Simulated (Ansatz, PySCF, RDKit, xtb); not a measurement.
**Which structure has the formula NaGeSiH5?**

Task: start from the formula NaGeSiH5, draw up candidate structures, narrow them down in stages, and characterise the one that lies lowest at 600 K.

The funnel: GFN2-xTB relaxations, single points with a density functional, relaxations at PBE0-D3(BJ)/pcseg-1, harmonic vibrations, and a last energy at a higher level. All values are calculated.

4 further runs of the same task are left out: 4 set aside as unsound or not needed.

## 1. Candidates

A program enumerates the bonding patterns with one Lewis structure each (two rings at most, one unusual centre or charged pair), with their diastereomers. O–O, O–halogen and N–halogen bonds and N–N–N chains are not drawn. That gives 6 candidates.

```
label              SMILES     spin
 c126  [NaH-][SiH+][GeH3]  singlet
 c143  [NaH-][GeH+][SiH3]  singlet
 c442  [SiH2+][Na-][GeH3]  singlet
 c495    [Na][GeH2][SiH3]  singlet
 c691  [SiH3][Na-][GeH2+]  singlet
 c934    [Na][SiH2][GeH3]  singlet
```

Candidates are built by distance geometry, with a force field where one applies, in up to four conformers (letters a to d). 6 starts with atoms placed at random are added, to find patterns that the rules miss.

**Question.** With final energies at CCSD(T)/def2-TZVP, which structure will this search put lowest in free energy, and by what margin?

| quantity | value |
| --- | --- |
| lowest structure found | [Na][GeH2][SiH3], singlet, Cs |
| next finalist | [Na][SiH2][GeH3], singlet, 6.7 kcal/mol higher in G |
| share at equilibrium, among the finalists | 99.6 % |
| harmonic wavenumbers, lowest and highest (PBE0-D3(BJ)/pcseg-1) | 54 and 2202 cm⁻¹ |
| rotational constants, same geometry | 0.2204, 0.06561, 0.0524 cm⁻¹ |
| dipole moment (PBE0/def2-TZVPD) | 8.50 D |
| HOMO energy (PBE0/def2-TZVPD) | -5.38 eV |
| LUMO energy (PBE0/def2-TZVPD) | -1.74 eV |
| HOMO–LUMO gap (PBE0/def2-TZVPD) | 3.64 eV |
| lowest excitation (TD-CAM-B3LYP/def2-SVPD) | 3.22 eV (f = 0.352) |
| lowest triplet excitation, same level, Tamm-Dancoff | 2.51 eV |
| vertical ionisation energy | 7.13 eV |
| vertical electron affinity | 0.80 eV |
| vertical triplet less singlet | +2.63 eV |

`[Na][GeH2][SiH3]` comes out lowest. The margin of 6.7 kcal/mol over the next finalist is beyond the usual error of the last level; it says nothing of structures that weren't ranked. PBE0-D3(BJ)/pcseg-1, HF/def2-TZVP and MP2/def2-TZVP already put its bonding pattern lowest among the structures in one piece. The search is not exhaustive (a finite list of starts, one conformer a finalist), so a lower isomer can't be ruled out. Patterns outside the rules of the enumeration were met only by chance. Bonds to the alkali or alkaline-earth atom are largely ionic, and its place along soft bends is ill-defined. The lowest isomer need not be the one that is made and kept in a bottle, which depends on barriers.
